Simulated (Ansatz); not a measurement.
# BrClSi: the cost of one run

Program: Ansatz 0.2.0, driven from Python. The levels of theory stand in the script. These are calculated values, not measurements.

## 1. Starting point

Bond lengths: Cl1–Si2 2.065 Å, Si2–Br3 2.200 Å. Angles: Cl1–Si2–Br3 107.6°.

brclsi.xyz, read by the script:

```xyz
3

Cl    0.70180    1.48000    0.53620
Si   -0.71030    0.26600   -0.35690
Br   -0.00240   -1.81080   -0.19260
```

## 2. The script

The input, basis.py:

```python
import logging
import sys

import ansatz as az

logging.basicConfig(stream=sys.stdout, format="%(levelname)s %(message)s")
logger = logging.getLogger("calc")
logger.setLevel(logging.INFO)


def main() -> None:
    mol = az.Crystal.molecule_from_extxyz("brclsi.xyz")

    setup = mol.calculation().functional("B3LYP", dispersion="d4")

    energies = {}
    for basis in ["def2-SVP", "def2-SVPD", "def2-TZVP", "def2-TZVPP"]:
        rep = setup.basis(gaussian=basis).run(threads=1, pin="off").report
        size = rep["n_frozen"] + rep["n_occupied"][0] + rep["n_virtual"][0]
        energies[basis] = (rep["reference_energy_ev"] / 27.211386246, rep["free_energy_ev"] / 27.211386246)
        logger.info(f"{basis:14s} {size:4d} orbitals  reference {energies[basis][0]:14.6f} Ha  total {energies[basis][1]:14.6f} Ha")

    last = energies["def2-TZVPP"][1]
    for basis, (_, total) in energies.items():
        logger.info(f"{basis:14s} lies {27.211386 * (total - last):9.4f} eV above def2-TZVPP")


if __name__ == "__main__":
    main()
```

## 3. The run

Run with:

```sh
python basis.py
```

What time and memory should one allow on 1 thread of Intel Xeon Platinum 8375C at 2.90GHz (Ice Lake), shared host?

About 8.8 s, with a peak of 0.35 GiB.
